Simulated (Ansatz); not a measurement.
**CH5AlBF: a ladder of functionals and wavefunction methods**

Aim: compute CH5AlBF with functionals from several rungs and with coupled cluster. The yardstick is the atomisation energy at the CCSD(T) limit.

Method: functionals in def2-TZVPP, the program's frozen cores in correlated methods; program: Ansatz 0.2.0, Gaussian basis.

Levels to be run: LDA (SPW92), PBE-D4, revPBE-D4, BLYP-D4, r2SCAN-D4, B97M-V, PBE0-D4, B3LYP-D4, r2SCANh-D4, r2SCAN0-D4, HSE06-D4, BHLYP-D4, CAM-B3LYP-D4, LC-ωPBE, ωB97X-V, ωB97M-V, B2PLYP, PBE-QIDH; CCSD(T)/def2-SVP; CCSD(T)/def2-TZVPP; MP2/def2-QZVPP; extrapolation to the limit; RPA on PBE.

## Step 1: The relaxed structure

All runs share one geometry, relaxed beforehand with PBE0-D4 in a triple-zeta def2 set.

9 atoms, charge 0, spin multiplicity 1.

Atoms are counted from 1 here; the program's logs count them from 0.

Bond lengths: B1–C2 1.460 Å, B1–H5 1.197 Å, B1–H6 1.193 Å, C2–Al4 2.034 Å, C2–H7 1.081 Å, F3–Al4 1.900 Å, Al4–H8 1.577 Å, Al4–H9 1.573 Å. Angles: C2–B1–H5 115.0°, C2–B1–H6 122.6°, H5–B1–H6 122.1°, B1–C2–Al4 101.6°, B1–C2–H7 135.2°, Al4–C2–H7 111.8°, C2–Al4–F3 45.6°, C2–Al4–H8 112.8°, C2–Al4–H9 121.0°, F3–Al4–H8 109.3°, F3–Al4–H9 111.3°, H8–Al4–H9 125.9°.

## Step 2: LDA

This LDA is Slater exchange with PW92 correlation.

Contents of in.yaml:

```yaml
crystal:
  periodic: [false, false, false]
  atoms:
    - {symbol: B, position_ang: [0.041026, 1.309872, -0.591371]}
    - {symbol: C, position_ang: [0.599694, -0.038180, -0.646504]}
    - {symbol: F, position_ang: [1.345954, -0.530791, 0.595267]}
    - {symbol: Al, position_ang: [-0.487501, -0.989921, 0.784356]}
    - {symbol: H, position_ang: [-0.600652, 1.631326, -1.549263]}
    - {symbol: H, position_ang: [0.120216, 1.999793, 0.378549]}
    - {symbol: H, position_ang: [0.901200, -0.712359, -1.436268]}
    - {symbol: H, position_ang: [-0.671399, -2.527592, 0.489117]}
    - {symbol: H, position_ang: [-1.160037, -0.188349, 1.959016]}
basis:
  gaussian: {orbitals: def2-TZVPP}
hamiltonian: {xc: lda}
output: {orbitals: {seedname: orbitals}}
```

Launch:

```console
$ ansatz run in.yaml --threads 2 --pin off --events-out ev --progress --plain --max-ram 4352MiB
```

Further steps of the session: PBE-D4 (GGA); revPBE-D4 (GGA); BLYP-D4 (GGA); r2SCAN-D4 (meta-GGA); B97M-V (meta-GGA); PBE0-D4 (hybrid); B3LYP-D4 (hybrid); r2SCANh-D4 (hybrid); r2SCAN0-D4 (hybrid); HSE06-D4 (hybrid); BHLYP-D4 (hybrid); CAM-B3LYP-D4 (range-separated); LC-ωPBE (range-separated); ωB97X-V (range-separated); ωB97M-V (range-separated); B2PLYP (double hybrid); PBE-QIDH (double hybrid); CCSD(T) in def2-SVP; CCSD(T) in def2-TZVPP; MP2 in def2-QZVPP; RPA on PBE orbitals.

Q: Predict the results of all the runs planned. Wanted: atomisation energy, CCSD(T)/CBS; farthest beyond LDA; mean size of error, GGA; mean size of error, meta-GGA; mean size of error, hybrid; mean size of error, range-separated; mean size of error, double hybrid; gap, smallest and largest; T1 diagnostic.

**Answer**, as computed:

| quantity | value |
| --- | --- |
| atomisation energy, CCSD(T)/CBS | 2937.7 kJ/mol |
| functionals within 14.7 kJ/mol (0.5 %) | BLYP-D4, PBE0-D4, B3LYP-D4, r2SCANh-D4, r2SCAN0-D4, HSE06-D4, LC-ωPBE |
| farthest beyond LDA | BHLYP-D4 (-62.6 kJ/mol) |
| mean size of error, GGA | 24.5 kJ/mol |
| mean size of error, meta-GGA | 41.6 kJ/mol |
| mean size of error, hybrid | 17.5 kJ/mol |
| mean size of error, range-separated | 18.8 kJ/mol |
| mean size of error, double hybrid | 20.8 kJ/mol |
| gap, smallest and largest | 5.07 eV (LDA (SPW92)), 12.07 eV (LC-ωPBE) |
| T1 diagnostic | 0.0148 |
| triples share of the correlation energy | 3.4 % |

LDA overbinds by 408.4 kJ/mol (14 %). PBE-D4 misses by +47.0 kJ/mol. Double hybrids carry the basis error of their MP2 part in triple zeta, and no dispersion term here, so their miss is partly the set-up's. Taken by rung, hybrid functionals do best (17.5 kJ/mol on average) and meta-GGA ones worst beyond LDA (41.6 kJ/mol). The gap between the best rungs is small, so their order is not settled. Misses under about 14.7 kJ/mol are within the doubt on the reference itself, which lacks core-valence correlation, relativity and higher excitations. Hartree-Fock recovers 75 % of the binding; the rest is correlation. CCSD(T) in def2-SVP is off by -138.5 kJ/mol, so the small basis spoils what the method gains. The gap grows from 5.1 to 12.1 eV across the functionals, mostly with the share of exact exchange.
